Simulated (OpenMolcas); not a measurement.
# A workflow on GeSiH5Cl (SMILES Cl[SiH2][GeH3])

Wanted: a single-point energy (HF/ANO-R0), then the energy (CASSCF(2,2)/ANO-R1), then the energy along one coordinate (CASPT2(2,2)/ANO-R1), then the energy along one coordinate (SC-NEVPT2(2,2)/ANO-R1), then an energy scan (MC-PDFT[tPBE](2,2)/ANO-R1) of GeSiH5Cl. 

The calculation is run with OpenMolcas 26.06.

**1. The system as given**

The species is GeSiH5Cl (8 atoms), meant as a singlet with charge 0. As SMILES, `Cl[SiH2][GeH3]`. The coordinates come from a PBE0-D4/def2-TZVP relaxation.

Bond lengths: Cl1–Si2 2.062 Å, Si2–Ge3 2.377 Å, Si2–H4 1.484 Å, Si2–H5 1.484 Å, Ge3–H6 1.536 Å, Ge3–H7 1.538 Å, Ge3–H8 1.536 Å. Some angles: Cl1–Si2–Ge3 109.1°, Cl1–Si2–H4 107.8°, Cl1–Si2–H5 107.8°, Ge3–Si2–H4 111.5°, Ge3–Si2–H5 111.5°, Si2–Ge3–H6 110.0°, Si2–Ge3–H7 109.9°, Si2–Ge3–H8 110.0°, H4–Si2–H5 109.1°, H6–Ge3–H7 108.9°.

**2. A single-point energy at HF/ANO-R0 (sfX2C) (run 1)**

Input file input.xyz:

```xyz
8

Cl    -2.290300     1.217200    -0.310600
Si    -0.414100     0.602600    -0.906900
Ge     0.581500    -0.662200     0.842700
H     -0.573600    -0.206400    -2.140800
H      0.380700     1.815700    -1.222200
H      0.711200     0.201700     2.106100
H      1.981500    -1.135500     0.415600
H     -0.284600    -1.890300     1.160200
```

Input file step1.inp:

```
&gateway
coord=input.xyz
basis=ANO-R0
group=NoSym
&seward
&scf
prorbitals=0
&localisation
occupied
freeze
pipek-mezey
&localisation
fileorb=$Project.LocOrb
virtual
pipek-mezey
```

Command:

```console
$ export MOLCAS_MEM=1860
$ pymolcas step1.inp > step1.log
```

Standard output:

```text
--- Start Module: gateway ---
[...]
--- Stop Module: gateway /rc=_RC_ALL_IS_WELL_ ---
[...]
      Basis functions           41
[...]
       Convergence after   9 Iterations
[...]
::    Total SCF energy                              -2849.9766159567
[...]
      Total spin, S                                     0.0000000000
[...]
      Total electronic charge=   68.000000
      Total            charge=   -0.000000
[...]
      Dipole Moment (debye):
      Origin of the operator (angstrom)=   -0.3274    0.0652    0.1859
                   X= -1.5457E-01               Y=  1.5777E-01               Z= -1.8566E-01           Total=  2.8853E-01
      Quadrupole Moment (debye*angstrom):
[...]
--- Start Module: localisation ---
[...]
--- Stop Module: localisation /rc=_RC_ALL_IS_WELL_ ---
--- Start Module: localisation ---
[...]
--- Stop Module: localisation /rc=_RC_ALL_IS_WELL_ ---
[...]
```

Wall time 8.1 s (1 thread of Intel Xeon Platinum 8259CL at 2.50GHz (Skylake/Cascade Lake), shared host); peak memory 0.42 GiB.

**3. A single-point energy at CASSCF(2,2)/ANO-R1 (sfX2C, RICD fitting) (run 2)**

input.xyz is that of step 2.

Input file step2.inp:

```
>>> EXPORT MOLCAS_PRINT=2

&gateway
  coord = input.xyz
  basis = ANO-R0
  group = NoSym

&seward

&rasscf
  fileorb = $CurrDir/step1.LocOrb
  alter = 2
  1 30 34
  1 35 38
  spin = 1
  nactel = 2 0 0
  inactive = 33
  ras2 = 2
  orblisting = Nothing
>>> COPY $Project.RunFile RUNFIL1
>>> COPY $Project.RasOrb INPORB

&gateway
  coord = input.xyz
  basis = ANO-R1
  group = NoSym
  ricd

&seward
>>> COPY $Project.RunFile RUNFIL2

&expbas

&rasscf
  fileorb = $Project.ExpOrb
  spin = 1
  nactel = 2 0 0
  inactive = 33
  ras2 = 2
  orblisting = Nothing
  orbappear = Compact
```

Command:

```console
$ export MOLCAS_MEM=1860
$ pymolcas step2.inp > step2.log
```

Standard output:

```text
--- Start Module: gateway ---
[...]
      Basis functions           41
[...]
      Number of active orbitals                  2
[...]
      Spin quantum number                      0.0
[...]
      Active orbitals                            2
[...]
      Number of CSFs                             3
[...]
      Number of root(s) required                 1
[...]
      Convergence after 10 iterations
[...]
      printout of CI-coefficients larger than  0.05 for root  1
      energy=   -2849.984242
      conf/sym  11     Coeff  Weight
             1  20   0.99531 0.99064
             3  02  -0.09676 0.00936
      Natural orbitals and occupation numbers for root  1
      sym 1:   1.981275   0.018725
      ************************************************************************************************************************
      *                                                    Final results                                                     *
[...]
::    RASSCF root number  1 Total energy:  -2849.98424166
[...]
      Basis functions          100
[...]
      Convergence after 14 iterations
[...]
      Natural orbitals and occupation numbers for root  1
      sym 1:   1.977832   0.022168
      ************************************************************************************************************************
      *                                                    Final results                                                     *
[...]
::    RASSCF root number  1 Total energy:  -2850.59079420
[...]
      Total electronic charge=   68.000000
      Total            charge=   -0.000000
[...]
      Dipole Moment (debye):
      Origin of the operator (angstrom)=   -0.3274    0.0652    0.1859
                   X=  1.3452E+00               Y= -4.2537E-01               Z= -2.7032E-01           Total=  1.4365E+00
      Quadrupole Moment (debye*angstrom):
[...]
```

Run time: 33 s. Hardware: 1 thread of Intel Xeon Platinum 8259CL at 2.50GHz (Skylake/Cascade Lake), shared host; peak memory 0.42 GiB.

**4. The energy along one coordinate at CASPT2(2,2)/ANO-R1 (sfX2C, RICD fitting, ipea shift 0.25 Eh, pt2 variant SS) (run 3)**

Input file step3.inp:

```
* ClGeH5Si CASPT2
>>> COPY $CurrDir/step2.RasOrb $Project.RasOrb
>>> ForEach K in (1, 2, 3, 4, 5, 6, 7, 8, 9)

&GATEWAY
 Coord
 $CurrDir/point$K.xyz
 Basis
 ANO-R1
 Group
 NoSym
 RICD

&SEWARD

&RASSCF
 FileOrb
 $Project.RasOrb
 Spin
 1
 Nactel
 2 0 0
 Inactive
 33
 Ras2
 2
 OrbListing
 Nothing
 OrbAppear
 Compact

&CASPT2
 Imaginary
 0.2
 Frozen
 19
>>> EndDo
```

Command:

```console
$ export MOLCAS_MEM=1860
$ pymolcas step3.inp > step3.log
```

Standard output:

```text
[...]
      Basis functions          100
[...]
      Number of active orbitals                  2
[...]
      Spin quantum number                      0.0
[...]
      Active orbitals                            2
[...]
      Number of CSFs                             3
[...]
      Number of root(s) required                 1
[...]
      Convergence after 11 iterations
[...]
      printout of CI-coefficients larger than  0.05 for root  1
      energy=   -2850.580505
      conf/sym  11     Coeff  Weight
             1  20   0.99608 0.99217
             3  02  -0.08849 0.00783
      Natural orbitals and occupation numbers for root  1
      sym 1:   1.984340   0.015660
      ************************************************************************************************************************
      *                                                    Final results                                                     *
[...]
::    RASSCF root number  1 Total energy:  -2850.58050491
[...]
::    CASPT2 Root  1     Total energy:  -2851.29940398
[...]
      Convergence after 11 iterations
[...]
      Natural orbitals and occupation numbers for root  1
      sym 1:   1.977832   0.022168
      ************************************************************************************************************************
      *                                                    Final results                                                     *
[...]
      Convergence after 11 iterations
[...]
      Convergence after  9 iterations
[...]
      Convergence after  9 iterations
[...]
::    RASSCF root number  1 Total energy:  -2850.46870824
[...]
::    CASPT2 Root  1     Total energy:  -2851.17444159
[...]
      Convergence after 11 iterations
[...]
::    RASSCF root number  1 Total energy:  -2850.46540853
[...]
      Reference weight:           0.84866
[...]
::    CASPT2 Root  1     Total energy:  -2851.17083259
[...]
```

Run time: 3.4 min. Hardware: 1 thread of Intel Xeon Platinum 8259CL at 2.50GHz (Skylake/Cascade Lake), shared host; peak memory 0.16 GiB.

The scan, from its lowest point:

```csv
H6–Ge3 (Å),energy (kJ/mol)
1.382,19.8
1.536,0.0
1.690,18.7
1.920,76.8
2.227,164.6
2.611,253.5
3.072,316.3
3.686,347.9
4.608,357.4
```

**5. The energy along one coordinate at SC-NEVPT2(2,2)/ANO-R1 (sfX2C, RICD fitting, pt2 variant SC-NEVPT2) (run 4)**

Input file step4.input:

```
* ClGeH5Si NEVPT2
>>> COPY $CurrDir/step2.RasOrb $Project.RasOrb
>>> ForEach K in (1, 2, 3, 4, 5, 6, 7, 8, 9)
&GATEWAY
Coord = $CurrDir/point$K.xyz
Basis = ANO-R1
Group = NoSym
RICD
&SEWARD
&RASSCF
FileOrb = $Project.RasOrb
Spin = 1
Nactel = 2 0 0
Inactive = 33
Ras2 = 2
OrbListing = Nothing
OrbAppear = Compact
&CASPT2
SC-NEVPT2
Frozen = 19
>>> EndDo
```

Command:

```console
$ export MOLCAS_MEM=1860
$ pymolcas step4.input > step4.log
```

Standard output:

```text
--- Start Module: gateway ---
[...]
      Basis functions          100
[...]
      Number of active orbitals                  2
[...]
      Spin quantum number                      0.0
[...]
      Active orbitals                            2
[...]
      Number of CSFs                             3
[...]
      Number of root(s) required                 1
[...]
      Convergence after 11 iterations
[...]
      printout of CI-coefficients larger than  0.05 for root  1
      energy=   -2850.580505
      conf/sym  11     Coeff  Weight
             1  20   0.99608 0.99217
             3  02  -0.08849 0.00783
      Natural orbitals and occupation numbers for root  1
      sym 1:   1.984340   0.015660
      ************************************************************************************************************************
      *                                                    Final results                                                     *
[...]
::    RASSCF root number  1 Total energy:  -2850.58050491
[...]
::    SC-NEVPT2 Root  1     Total energy:  -2851.29462511
[...]
      Convergence after 11 iterations
[...]
      Natural orbitals and occupation numbers for root  1
      sym 1:   1.977832   0.022168
      ************************************************************************************************************************
      *                                                    Final results                                                     *
[...]
      Convergence after 11 iterations
[...]
      Convergence after  9 iterations
[...]
      Convergence after  9 iterations
[...]
::    RASSCF root number  1 Total energy:  -2850.46870824
[...]
::    SC-NEVPT2 Root  1     Total energy:  -2851.17353580
[...]
      Convergence after 11 iterations
[...]
::    RASSCF root number  1 Total energy:  -2850.46540853
[...]
::    SC-NEVPT2 Root  1     Total energy:  -2851.17011273
[...]
```

It took 3.4 min on 1 thread of Intel Xeon Platinum 8259CL at 2.50GHz (Skylake/Cascade Lake), shared host; peak memory 0.16 GiB.

The scan, from its lowest point:

```csv
H6–Ge3 (Å),energy (kJ/mol)
1.382,21.8
1.536,0.0
1.690,17.2
1.920,73.7
2.227,160.1
2.611,247.7
3.072,309.3
3.686,339.8
4.608,348.7
```

**6. An energy scan at MC-PDFT[tPBE](2,2)/ANO-R1 (sfX2C, RICD fitting) (run 5)**

Input file step5.input:

```
>>> COPY $CurrDir/step2.RasOrb $Project.RasOrb
>>> ForEach K in (1, 2, 3, 4, 5, 6, 7, 8, 9)
&gateway
coord
$CurrDir/point$K.xyz
basis
ANO-R1
group
NoSym
ricd
&seward
&rasscf
fileorb
$Project.RasOrb
spin
1
nactel
2 0 0
inactive
33
ras2
2
orblisting
Nothing
orbappear
Compact
&mcpdft
ksdft
T:PBE
>>> EndDo
```

Command:

```console
$ export MOLCAS_MEM=1860
$ pymolcas step5.input > step5.log
```

Standard output:

```text
--- Start Module: gateway ---
[...]
      Basis functions          100
[...]
      Number of active orbitals                  2
[...]
      Spin quantum number                      0.0
[...]
      Active orbitals                            2
[...]
      Number of CSFs                             3
[...]
      Number of root(s) required                 1
[...]
      Convergence after 11 iterations
[...]
      printout of CI-coefficients larger than  0.05 for root  1
      energy=   -2850.580505
      conf/sym  11     Coeff  Weight
             1  20   0.99608 0.99217
             3  02  -0.08849 0.00783
      Natural orbitals and occupation numbers for root  1
      sym 1:   1.984340   0.015660
      ************************************************************************************************************************
      *                                                    Final results                                                     *
[...]
::    RASSCF root number  1 Total energy:  -2850.58050491
[...]
::    MCPDFT root number  1 Total energy:  -2852.96574694
[...]
      Convergence after 11 iterations
[...]
      Natural orbitals and occupation numbers for root  1
      sym 1:   1.977832   0.022168
      ************************************************************************************************************************
      *                                                    Final results                                                     *
[...]
      Convergence after 11 iterations
[...]
      Convergence after  9 iterations
[...]
      Convergence after  9 iterations
[...]
::    RASSCF root number  1 Total energy:  -2850.46870824
[...]
::    MCPDFT root number  1 Total energy:  -2852.84014498
[...]
      Convergence after 11 iterations
[...]
::    RASSCF root number  1 Total energy:  -2850.46540853
[...]
::    MCPDFT root number  1 Total energy:  -2852.83732172
[...]
```

Wall time 3.5 min (1 thread of Intel Xeon Platinum 8259CL at 2.50GHz (Skylake/Cascade Lake), shared host); peak memory 0.16 GiB.

The scan, from its lowest point:

```csv
H6–Ge3 (Å),energy (kJ/mol)
1.382,23.3
1.536,0.0
1.690,15.5
1.920,70.1
2.227,156.7
2.611,248.9
3.072,318.3
3.686,353.0
4.608,360.5
```

**7. Summary of results**

```
                                                   quantity           value
                             run 1, HF/ANO-R0: total energy  -2849.97662 Eh
                            run 1, HF/ANO-R0: dipole moment          0.29 D
                              run 1, HF/ANO-R0: HOMO energy       -11.72 eV
                              run 1, HF/ANO-R0: LUMO energy         1.55 eV
                            run 1, HF/ANO-R0: HOMO–LUMO gap        13.27 eV
                    run 2, CASSCF(2,2)/ANO-R1: total energy  -2850.59079 Eh
  run 2, CASSCF(2,2)/ANO-R1: dipole moment (CASSCF density)          1.44 D
       run 3, CASPT2(2,2)/ANO-R1: lowest energy of the scan  -2851.30695 Eh
    run 4, SC-NEVPT2(2,2)/ANO-R1: lowest energy of the scan  -2851.30294 Eh
run 5, MC-PDFT[tPBE](2,2)/ANO-R1: lowest energy of the scan  -2852.97461 Eh
```

What this shows: Mulliken charges (run 1, HF/ANO-R0) run from -0.14 on Cl1 to +0.16 on Si2.
